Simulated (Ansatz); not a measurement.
**C2H2FSi with multiplicity 2: two geometries relaxed**

Are the two ends of the shift of H5 from C1 to C2 separate minima, and which lies lower? Each is relaxed from a guess. SMILES of the start: C#C[SiH]F.

All numbers below are computed with Ansatz 0.2.0 (UKS PBE-D4/def2-SVP).

### 1 The starting structure

Bond lengths: C1–C2 1.203 Å, C2–Si3 1.857 Å, Si3–F4 1.549 Å, C1–H5 1.085 Å, Si3–H6 1.488 Å. Angles: C1–C2–Si3 177.6°, C2–C1–H5 173.2°, C2–Si3–F4 110.4°, C2–Si3–H6 112.0°, F4–Si3–H6 111.1°.

Coordinates:

```xyz
6

C     0.1611   -0.7167   -1.6032
C     0.1984   -0.2238   -0.5061
Si    0.3036    0.4798    1.2092
F    -0.4787   -0.4111    2.2057
H     0.0285   -1.0818   -2.6159
H    -0.1708    1.8895    1.2641
```

### 2 Relaxing end A

File input.yaml:

```yaml
crystal:
  periodic: [false, false, false]
  atoms:
    - { symbol: C, position_ang: [0.1611, -0.7167, -1.6032] }
    - { symbol: C, position_ang: [0.1984, -0.2238, -0.5061] }
    - { symbol: Si, position_ang: [0.3036, 0.4798, 1.2092] }
    - { symbol: F, position_ang: [-0.4787, -0.4111, 2.2057] }
    - { symbol: H, position_ang: [0.0285, -1.0818, -2.6159] }
    - { symbol: H, position_ang: [-0.1708, 1.8895, 1.2641] }
magnetization:
  spin_polarized: true
  initial_magnetization: 1
basis:
  gaussian: { orbitals: def2-SVP }
hamiltonian:
  xc: pbe
  dispersion: d4
relax:
  f_tol: 0.02
  max_steps: 50
```

Started as:

```sh
> ansatz run input.yaml --threads 2 --pin off --max-ram 3072MiB --backend cpu --events-out ev --progress --plain --runs-dir out
```

Log (excerpt; [...] marks lines left out):

```text
Warning: RAYON_NUM_THREADS=2 ignored (pool sized by the plan → 2); use --threads N
[...]
Functional definition: PBE
[...]
776 factors; their error is unknown
[...]
mean field -12683.35856250 eV, -466.1048300826 hartree, gradient 2.3e-5 eV, S^2 0.752119; 0 other end points of the search recorded, 0 dependent functions left out
[...]
reference -12683.35859387 eV, -466.1048312353 hartree; 19, 18 occupied and 51, 52 virtual orbitals, 776 factors
relax step   1: F+E_penalty+E_count = -12683.46844164 eV  Δ(F+E_penalty+E_count) = +0.000e0 eV  max|allowed force component| = 3.364e0 eV/Å  Δτ_max = 0.0000 Å  (30 SCF iters, accepted)
[...]
relax step   5: F+E_penalty+E_count = -12683.70961367 eV  Δ(F+E_penalty+E_count) = -3.064e-3 eV  max|allowed force component| = 1.997e-1 eV/Å  Δτ_max = 0.0524 Å  (33 SCF iters, accepted)
[...]
relax step   6: F+E_penalty+E_count = -12683.71041690 eV  Δ(F+E_penalty+E_count) = -8.032e-4 eV  max|allowed force component| = 1.806e-2 eV/Å  Δτ_max = 0.0092 Å  (33 SCF iters, accepted)
776 factors; their error is unknown
[...]
mean field -12683.60092439 eV, -466.1137367180 hartree, gradient 2.4e-5 eV, S^2 0.752796; 1 other end points of the search recorded, 0 dependent functions left out
[...]
reference -12683.60095502 eV, -466.1137378434 hartree; 19, 18 occupied and 51, 52 virtual orbitals, 776 factors
Total energy: -12683.71044752 eV, -466.1177616187 hartree
Atom 0 at     0.120440    -0.686679    -1.630186 Å, force     0.009777    -0.007544     0.006341 eV/Å
Atom 1 at     0.122641    -0.209316    -0.493157 Å, force    -0.018057     0.001204    -0.008789 eV/Å
Atom 2 at     0.341525     0.471969     1.179652 Å, force     0.002893    -0.006322     0.009354 eV/Å
Atom 3 at    -0.488308    -0.426623     2.277361 Å, force     0.006153     0.004814    -0.014076 eV/Å
Atom 4 at     0.102289    -1.104235    -2.629640 Å, force    -0.000529     0.009443     0.011044 eV/Å
Atom 5 at    -0.156486     1.890785     1.249770 Å, force    -0.000236    -0.001595    -0.003874 eV/Å
Dipole moment:     0.131556     0.071193    -0.319376 e Å
```

It took 6.2 s on 2 threads of Intel Xeon Platinum 8488C (Sapphire Rapids), shared host; peak memory 0.16 GiB.

Relaxation path:

```csv
step,energy from step 1 (eV),largest force component (eV/Å)
1,0.0000,3.3641
2,-0.1721,1.6365
3,-0.2334,0.3237
4,-0.2381,0.0965
5,-0.2412,0.1997
6,-0.2420,0.0181
```

Step 1 is the start.

After: Bond lengths: C1–C2 1.233 Å, C2–Si3 1.819 Å, Si3–F4 1.643 Å, C1–H5 1.083 Å, Si3–H6 1.505 Å. Angles: C1–C2–Si3 173.2°, C2–C1–H5 179.1°, C2–Si3–F4 110.4°, C2–Si3–H6 110.9°, F4–Si3–H6 108.5°.

### 3 Relaxing end B

The second end starts from a geometry with the move made by hand.

input.yaml, as its differences from that of step 2:

```diff
@@ -7,3 +7,3 @@
     - { symbol: F, position_ang: [-0.4787, -0.4111, 2.2057] }
-    - { symbol: H, position_ang: [0.0285, -1.0818, -2.6159] }
+    - { symbol: H, position_ang: [-0.42801, 0.30288, -1.22605] }
     - { symbol: H, position_ang: [-0.1708, 1.8895, 1.2641] }
@@ -20 +20,3 @@
   max_steps: 50
+output:
+  orbitals: {}
```

Started as:

```sh
> ansatz run input.yaml --threads 2 --pin off --max-ram 3072MiB --backend cpu --events-out ev --progress --plain --runs-dir out
```

Log (excerpt; [...] marks lines left out):

```text
Warning: RAYON_NUM_THREADS=2 ignored (pool sized by the plan → 2); use --threads N
[...]
Functional definition: PBE
[...]
776 factors; their error is unknown
[...]
mean field -12680.84423335 eV, -466.0124301907 hartree, gradient 3.0e-5 eV, S^2 0.751807; 0 other end points of the search recorded, 0 dependent functions left out
[...]
reference -12680.84426224 eV, -466.0124312523 hartree; 19, 18 occupied and 51, 52 virtual orbitals, 776 factors
relax step   1: F+E_penalty+E_count = -12680.95773989 eV  Δ(F+E_penalty+E_count) = +0.000e0 eV  max|allowed force component| = 8.795e0 eV/Å  Δτ_max = 0.0000 Å  (31 SCF iters, accepted)
[...]
relax step   4: F+E_penalty+E_count = -12681.70039142 eV  Δ(F+E_penalty+E_count) = -1.111e-2 eV  max|allowed force component| = 1.521e-1 eV/Å  Δτ_max = 0.0323 Å  (34 SCF iters, accepted)
[...]
relax step   7: F+E_penalty+E_count = -12681.72158122 eV  Δ(F+E_penalty+E_count) = -6.786e-3 eV  max|allowed force component| = 1.020e-1 eV/Å  Δτ_max = 0.0533 Å  (33 SCF iters, accepted)
[...]
relax step  10: F+E_penalty+E_count = -12681.74074362 eV  Δ(F+E_penalty+E_count) = -7.788e-3 eV  max|allowed force component| = 3.514e-1 eV/Å  Δτ_max = 0.0410 Å  (34 SCF iters, accepted)
[...]
relax step  13: F+E_penalty+E_count = -12681.93235022 eV  Δ(F+E_penalty+E_count) = -1.609e-1 eV  max|allowed force component| = 1.496e0 eV/Å  Δτ_max = 0.2000 Å  (35 SCF iters, accepted)
[...]
relax step  14: F+E_penalty+E_count = -12682.28564484 eV  Δ(F+E_penalty+E_count) = -3.533e-1 eV  max|allowed force component| = 1.941e0 eV/Å  Δτ_max = 0.1995 Å  (35 SCF iters, accepted)
[...]
776 factors; their error is unknown
mean field -12682.47213855 eV, -466.0722546035 hartree, gradient 1.5e-5 eV, S^2 0.761560; 0 other end points of the search recorded, 0 dependent functions left out
[...]
reference -12682.47216788 eV, -466.0722556812 hartree; 19, 18 occupied and 51, 52 virtual orbitals, 776 factors
```

### 4 The output, continued: end point B relaxed

Output, continued (excerpt; [...] marks lines left out):

```text
relax step  15: F+E_penalty+E_count = -12682.58252643 eV  Δ(F+E_penalty+E_count) = -2.969e-1 eV  max|allowed force component| = 2.778e0 eV/Å  Δτ_max = 0.1926 Å  (36 SCF iters, accepted)
[...]
relax step  17: F+E_penalty+E_count = -12683.26762147 eV  Δ(F+E_penalty+E_count) = -1.957e-1 eV  max|allowed force component| = 2.316e0 eV/Å  Δτ_max = 0.1949 Å  (39 SCF iters, accepted)
[...]
relax step  19: F+E_penalty+E_count = -12683.63091081 eV  Δ(F+E_penalty+E_count) = -9.896e-3 eV  max|allowed force component| = 8.543e-1 eV/Å  Δτ_max = 0.1905 Å  (38 SCF iters, accepted)
[...]
relax step  21: F+E_penalty+E_count = -12683.70468446 eV  Δ(F+E_penalty+E_count) = -5.105e-2 eV  max|allowed force component| = 1.921e-1 eV/Å  Δτ_max = 0.0608 Å  (34 SCF iters, accepted)
[...]
776 factors; their error is unknown
[...]
mean field -12683.60093564 eV, -466.1137371313 hartree, gradient 2.2e-5 eV, S^2 0.752801; 1 other end points of the search recorded, 0 dependent functions left out
[...]
reference -12683.60096629 eV, -466.1137382576 hartree; 19, 18 occupied and 51, 52 virtual orbitals, 776 factors
Total energy: -12683.71050200 eV, -466.1177636207 hartree
Atom 0 at    -0.190397    -0.251456    -1.467341 Å, force     0.006338    -0.002397     0.005245 eV/Å
Atom 1 at    -0.027209     0.069568    -0.287981 Å, force    -0.004244    -0.002248    -0.014888 eV/Å
Atom 2 at     0.428065     0.480921     1.424540 Å, force    -0.001069     0.004621    -0.007522 eV/Å
Atom 3 at    -0.476219    -0.395942     2.479130 Å, force    -0.001656    -0.001559     0.008782 eV/Å
Atom 4 at    -0.349969    -0.526282    -2.502720 Å, force    -0.001086     0.002530     0.003199 eV/Å
Atom 5 at     0.201319     1.943771     1.698022 Å, force     0.001717    -0.000948     0.005183 eV/Å
Dipole moment:     0.122225     0.087849    -0.317947 e Å
```

It took 23 s on 2 threads of Intel Xeon Platinum 8488C (Sapphire Rapids), shared host; peak memory 0.17 GiB.

The steps of the relaxation:

```csv
step,energy from step 1 (eV),largest force component (eV/Å)
1,0.0000,8.7954
2,-0.6010,1.8325
3,-0.7315,0.3074
4,-0.7427,0.1521
5,-0.7473,0.1359
6,-0.7571,0.1142
7,-0.7638,0.1020
8x,-0.7449,0.7269
9,-0.7752,0.3216
10,-0.7830,0.3514
11,-0.7943,0.4303
12,-0.8137,0.6012
13,-0.9746,1.4957
14,-1.3279,1.9412
15,-1.6248,2.7784
16,-2.1142,3.5413
17,-2.3099,2.3160
18,-2.6633,2.5713
19,-2.6732,0.8543
20,-2.6959,0.9236
21,-2.7469,0.1921
22,-2.7501,0.1371
23,-2.7521,0.0977
24,-2.7527,0.0149
```

Step 1 is the start. 1 step was tried and not accepted (8; marked x where the table lists them).

After: Bond lengths: C1–C2 1.233 Å, C2–Si3 1.819 Å, Si3–F4 1.643 Å, C1–H5 1.083 Å, Si3–H6 1.505 Å. Angles: C1–C2–Si3 172.9°, C2–C1–H5 179.1°, C2–Si3–F4 110.2°, C2–Si3–H6 110.7°, F4–Si3–H6 108.6°.

Pairs that crossed the distance rule for bonds on the way: moved apart C2–H5.

### 5 Results

| quantity | value |
| --- | --- |
| end A | 5 moves, 0.242 eV lower |
| end B | 22 moves, 2.753 eV lower |
| largest difference between the ends | 0.00 Å |
| end B relative to end A | -0.000 eV |

What this shows: Both starts fell into the same minimum (no atom differs by more than 0.00 Å), so from this start no second minimum was found and no band was run; another arrangement could still be one.
